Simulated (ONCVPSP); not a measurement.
# Pseudopotential generation for B: ONCV, PBE

Task: generate the file, and judge it by its errors in other configurations, its logarithmic derivatives, its ghosts and its cutoff.

Program: ONCVPSP 4.0.1.1 (patched build). Reference atom: PBE, scalar-relativistic, spherical and spin-unpolarised. All values are calculated.

## (1) The atom and the settings

Typed settings, in words:

| Property | Result |
| --- | --- |
| element | boron (B, Z = 5) |
| type | optimised norm-conserving Vanderbilt (ONCV) |
| frozen core | [He] |
| valence charge | 3 |
| reference configuration | 2s2 2p1 |
| partial waves | 2s: rc 1.30 bohr, ncon 4, nbas 8, qcut 3.8 1/bohr, 2 projectors, debl 3.1 Ha; 2p: rc 3.20 bohr, ncon 4, nbas 8, qcut 4.2 1/bohr, 3 projectors, debl 1.7 Ha; d scattering state at 0.21 Ha: rc 2.46 bohr, ncon 5, nbas 8, qcut 3.6 1/bohr, 2 projectors, debl 1.8 Ha |
| local potential | polynomial inside 0.82 bohr (lpopt 2, dvloc0 0 Ha) |
| core correction | not asked for |

The nodes and maxima of the atom's own shells, from an earlier all-electron run, set the scale for the radii.

All-electron outer shells of the reference configuration (PBE, scalar-relativistic, ld1.x):

```csv
shell,level (eV),outermost node (bohr),outermost maximum (bohr)
1s,-180.59,–,0.21
2s,-9.44,0.46,1.52
2p,-3.61,–,1.57
```

## (2) Generation

Contents of B.dat:

```
# ATOM AND REFERENCE CONFIGURATION
# atsym  z   nc   nv     iexc    psfile
  B 5.00    1    2        4      upf
#
#   n    l    f
    1    0    2.00
    2    0    2.00
    2    1    1.00
#
# PSEUDOPOTENTIAL AND OPTIMIZATION
# lmax
    2
#
#   l,   rc,      ep,       ncon, nbas, qcut
    0    1.30    0.00    4    8    3.80
    1    3.20    0.00    4    8    4.20
    2    2.46    0.21    5    8    3.60
#
# LOCAL POTENTIAL
# lloc, lpopt,  rc(5),   dvloc0
    4    2    0.82    0.00
#
# VANDERBILT-KLEINMAN-BYLANDER PROJECTORs
# l, nproj, debl
    0    2    3.10
    1    3    1.70
    2    2    1.80
#
# MODEL CORE CHARGE
# icmod, fcfact, rcfact
    0    0.00    0.00
#
# LOG DERIVATIVE ANALYSIS
# epsh1, epsh2, depsh
   -2.00    5.00    0.02
#
# OUTPUT GRID
# rlmax, drl
    6.00    0.01
#
# TEST CONFIGURATIONS
# ncnf
    4
# nvcnf
#   n    l    f
    2
    2    0    2.00
    2    1    0.00
#
    2
    2    0    1.00
    2    1    0.00
#
    2
    2    0    2.00
    2    1    0.50
#
    2
    2    0    1.00
    2    1    2.00
#
```

Launch:

```sh
$ oncvpsp.x < B.dat > B.out
```

**Question.** What will these runs give? Wanted: cutoffs for 1 and 0.1 mHa per electron, occupied waves; bound ghosts; GHOST(+) flags; largest test error; largest phase difference near zero energy, channels read.

The runs gave:

| quantity | value |
| --- | --- |
| cutoffs for 1 and 0.1 mHa per electron, occupied waves | 25 Ha and 92 Ha |
| bound ghosts | none found |
| GHOST(+) flags | p at 633 eV, d at 31 eV (1 near or above the test basis's cutoff) |
| largest test error (AE − PS) | +354 meV, for 2s1 2p0 |
| largest phase difference near zero energy, channels read | 0.010 rad |

In words: By total energies transferability is poor: the largest error is 354 meV on 33.6 eV, for 2s1 2p0. By its cutoff, 25 Ha for the looser tolerance, it is of middling hardness. The tighter tolerance needs 92 Ha, and converged work needs a cutoff nearer that. At the looser tolerance the 2s wave is the slowest; 2p needs 6 Ha. The program's ghost test flags no bound state. Near zero energy the phases of the channels with partial waves agree within 0.010 rad. The program also flags highly localised states, GHOST(+) (p, d).
